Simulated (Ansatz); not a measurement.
# La: elastic constants

Aim: the elastic tensor from the stress of slightly strained cells, and the moduli that follow. Runs: cell and atoms relaxed (PAW); at zero pressure (PAW); cell relaxed at 1 GPa (PAW); under 1 GPa (PAW); cell relaxed at 2 GPa (PAW); under 2 GPa (PAW); cell relaxed at 4 GPa (PAW).

Method: DFT r²SCAN, frozen-core PAW, scalar-relativistic unless said, in Ansatz 0.2.0.

1 further run of the same task is left out (it didn't finish).

## 1. The system as given

Symmetry: P6_3/mmc, No. 194, hexagonal system. Conventional cell: a = 3.750 Å, b = 3.750 Å, c = 6.070 Å, α = 90.00°, β = 90.00°, γ = 120.00°. Around La (site symmetry -6m2) lie 12 La at 3.73 to 3.75 Å.

Structure file:

```xyz
2
Lattice="3.7500 0.0000 0.0000 -1.8750 3.2476 0.0000 0.0000 0.0000 6.0700" Properties=species:S:1:pos:R:3 pbc="T T T"
La    0.0000    2.1651    1.5175
La    1.8750    1.0825    4.5525
```

Cartesian axes are those of the input's lattice vectors. The structure goes back to a database entry.

## 2. Cell and atoms relaxed, PAW

File input.yaml:

```yaml
crystal:
  lattice:
    - [3.75, 0.0, 0.0]
    - [-1.875, 3.24759526419, 0.0]
    - [0.0, 0.0, 6.07]
  atoms:
    - { symbol: La, position: [0.333333333333, 0.666666666667, 0.25] }
    - { symbol: La, position: [0.666666666667, 0.333333333333, 0.75] }
kpoints:
  mp_grid: { grid: [14, 14, 8] }
scf:
  occupations: { method: fermi_dirac, width: 0.08 }
hamiltonian:
  xc: r2scan
  pseudopotentials: { kind: paw }
relax:
  f_tol: 0.002
  max_steps: 80
  cell: {}
output:
  forces: true
  stress: true
```

On the command line:

```console
$ ansatz run input.yaml --threads 1 --pin off --max-ram 3072MiB --backend cpu --events-out ev --progress --plain --runs-dir out
```

## 3. At zero pressure, PAW

File input.yaml:

```yaml
crystal:
  lattice:
    - [3.81341884, 0.0, 0.0]
    - [-1.90670942, 3.30251759071, 0.0]
    - [0.0, 0.0, 6.04810071997]
  atoms:
    - { symbol: La, position: [0.333333333333, 0.666666666667, 0.25] }
    - { symbol: La, position: [0.666666666667, 0.333333333333, 0.75] }
kpoints:
  mp_grid: { grid: [14, 14, 8] }
scf:
  occupations: { method: fermi_dirac, width: 0.08 }
hamiltonian:
  xc: r2scan
  pseudopotentials: { kind: paw }
elastic:
  mode: relaxed_ion
  stencil: two_point
  amplitude: 0.005
```

## 4. Cell relaxed at 1 GPa, PAW

input.yaml, as its differences from that of step 3:

```diff
@@ -15,5 +15,8 @@
   pseudopotentials: { kind: paw }
-elastic:
-  mode: relaxed_ion
-  stencil: two_point
-  amplitude: 0.005
+relax:
+  f_tol: 0.002
+  max_steps: 80
+  cell: { p_target: 1 }
+output:
+  forces: true
+  stress: true
```

## 5. Under 1 GPa, PAW

File input.yaml:

```yaml
crystal:
  lattice:
    - [3.76213545309, 0.0, 0.0]
    - [-1.88106772655, 3.25810487485, 0.0]
    - [0.0, 0.0, 5.96874845622]
  atoms:
    - { symbol: La, position: [0.333333333333, 0.666666666667, 0.25] }
    - { symbol: La, position: [0.666666666667, 0.333333333333, 0.75] }
kpoints:
  mp_grid: { grid: [14, 14, 8] }
scf:
  occupations: { method: fermi_dirac, width: 0.08 }
hamiltonian:
  xc: r2scan
  pseudopotentials: { kind: paw }
elastic:
  mode: relaxed_ion
  stencil: two_point
  amplitude: 0.005
```

## 6. Cell relaxed at 2 GPa, PAW

File input.yaml:

```yaml
crystal:
  lattice:
    - [3.81341884, 0.0, 0.0]
    - [-1.90670942, 3.30251759071, 0.0]
    - [0.0, 0.0, 6.04810071997]
  atoms:
    - { symbol: La, position: [0.333333333333, 0.666666666667, 0.25] }
    - { symbol: La, position: [0.666666666667, 0.333333333333, 0.75] }
kpoints:
  mp_grid: { grid: [14, 14, 8] }
scf:
  occupations: { method: fermi_dirac, width: 0.08 }
hamiltonian:
  xc: r2scan
  pseudopotentials: { kind: paw }
relax:
  f_tol: 0.002
  max_steps: 80
  cell: { p_target: 2 }
output:
  forces: true
  stress: true
  write_density: true
  write_potential: true
  elf: true
  volumetric_format: npy
```

## 8. Under 2 GPa, PAW

File input.yaml:

```yaml
crystal:
  lattice:
    - [3.70460090329, 0.0, 0.0]
    - [-1.85230045164, 3.20827849313, 0.0]
    - [0.0, 0.0, 5.92846749886]
  atoms:
    - { symbol: La, position: [0.333333333333, 0.666666666667, 0.25] }
    - { symbol: La, position: [0.666666666667, 0.333333333333, 0.75] }
kpoints:
  mp_grid: { grid: [14, 14, 8] }
scf:
  occupations: { method: fermi_dirac, width: 0.08 }
hamiltonian:
  xc: r2scan
  pseudopotentials: { kind: paw }
elastic:
  mode: relaxed_ion
  stencil: two_point
  amplitude: 0.005
```

## 9. Cell relaxed at 4 GPa, PAW

File input.yaml:

```yaml
crystal:
  lattice:
    - [3.81341884, 0.0, 0.0]
    - [-1.90670942, 3.30251759071, 0.0]
    - [0.0, 0.0, 6.04810071997]
  atoms:
    - { symbol: La, position: [0.333333333333, 0.666666666667, 0.25] }
    - { symbol: La, position: [0.666666666667, 0.333333333333, 0.75] }
kpoints:
  mp_grid: { grid: [14, 14, 8] }
scf:
  occupations: { method: fermi_dirac, width: 0.08 }
hamiltonian:
  xc: r2scan
  pseudopotentials: { kind: paw }
relax:
  f_tol: 0.002
  max_steps: 80
  cell: { p_target: 4 }
output:
  forces: true
  stress: true
```

(Steps that only read results are left out.)

Q: Predict the outcome of this session. Wanted: C11; C12; C13; C33; C44; bulk, shear and Young's modulus; Debye temperature from sound speeds; universal anisotropy index.

The runs gave:

```
                           quantity          value
                          C11 (PAW)         34 GPa
                          C12 (PAW)         18 GPa
                          C13 (PAW)         17 GPa
                          C33 (PAW)         44 GPa
                          C44 (PAW)          7 GPa
    bulk, shear and Young's modulus  24, 8, 22 GPa
Debye temperature from sound speeds          116 K
         universal anisotropy index           0.21
```

All eigenvalues are positive, so the crystal is mechanically stable; by PAW K = 24 and G = 8 GPa, K/G = 2.84, on the ductile side of Pugh's rough line at 1.75, which was drawn for metals. Young's modulus runs from 20 to 33 GPa with direction. At zero pressure K rises to 24 GPa. Cautions: frozen-core PAW files fitted under PBE, their cores solved anew for the functional of the run; responses of metals move with mesh and smearing.
